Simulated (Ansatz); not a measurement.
Task: a comparison of functionals at one structure of Ca₃Mg, space group Pm-3m, with the Python package of Ansatz (0.2.0). Give the script and its output. Use (first run): PBEsol, PAW, the default cutoff (420 eV here), 3×3×3 k-points, Fermi-Dirac smearing of 0.1 eV. The script varies functional: pbesol, blyp, lda.

```
Ca Mg
1.0
     5.28881    0.00000    0.00000
     0.00000    5.28881    0.00000
     0.00000    0.00000    5.28881
Ca Mg
3 1
Direct
  0.50000 0.50000 0.00000
  0.50000 0.00000 0.50000
  0.00000 0.50000 0.50000
  0.00000 0.00000 0.00000
```

`xc_ca3mg.py`:
```python
'''Functional comparison for Ca3Mg (totals differ with the potentials too).'''

import ansatz as az

MESH = (3, 3, 3)
TOLERANCE = 1e-09
EXTRA_BANDS = 8


def main() -> None:
    xtal = (
        az.Lattice.cubic(5.288813)
        .space_group(221)
        .atom('Ca', [0.5, 0.5, 0.0])
        .atom('Mg', [0.0, 0.0, 0.0])
    )

    setup = xtal.calculation()
    setup = setup.kpoints(*MESH, center='gamma')
    setup = setup.occupations(az.OccupationsMethod.FERMI_DIRAC).eigensolver('auto', mixed_precision=False)
    setup = setup.scf(tolerance=TOLERANCE, extra_bands=EXTRA_BANDS, algorithm='density_mixing')
    setup = setup.stress()

    rows = []
    for value in ['pbesol', 'blyp', 'lda']:
        report = setup.functional(value).run(threads=1, backend='cpu').report
        rows.append((value, report['free_energy_ev'] / len(report['lattice']['sites']), report['n_iterations'], sum(report['stress_gpa'][i][i] for i in range(3)) / 3, report['n_kpoints']))

    print('  functional   F/atom (eV)    iterations       P (GPa)      k-points')
    for row in rows:
        print(f'{str(row[0]):>12s}  {row[1]:12.5f}  {row[2]:12d}  {row[3]:12.3f}  {row[4]:12d}')


if __name__ == '__main__':
    main()
```

```console
$ python xc_ca3mg.py
DeckWarning: basis.ecutwfc = 420 eV, auto-derived from the records' recommended cutoffs: set by Ca (normal level)
DeckWarning: output.stress: scf.convergence.dr2_threshold = 1e-9 eV is looser than the 4e-10 eV advised for a printed stress (1e-10 eV for each atom of the cell: 4). What an SCF threshold leaves in a stress goes as its square root, and in the free energy as [...]
  functional   F/atom (eV)    iterations       P (GPa)      k-points
      pbesol   -1823.35217             8        -1.197             4
        blyp   -1848.72468             9        -0.216             4
         lda   -1804.88175             7        -2.262             4
```
(Warnings from the package without file and line, shortened.)

From lowest to highest: LDA (-2.3 GPa), PBEsol (-1.2 GPa) and BLYP (-0.2 GPa). At a fixed cell a lower pressure usually means a smaller equilibrium volume, so LDA prefers the smallest cell and BLYP the largest.

Reading the output:
- BLYP can be off by several per cent in the lattices of metals, and by several GPa in the pressure at a fixed cell.
- The mesh is modest for a metal, so energies can be off by several to tens of meV an atom and pressures by half a GPa or more; differences at equal mesh fare better.
- Pressure is positive in compression.
- The structure comes from a database of computed cells and needn't be a stable or known phase.
- Total energies of different functionals can't be compared; pressures, moments and gaps at this one structure can.
- Run time: 4.3 s on 1 thread of Arm Neoverse V1 (shared host), peak memory 0.37 GiB.
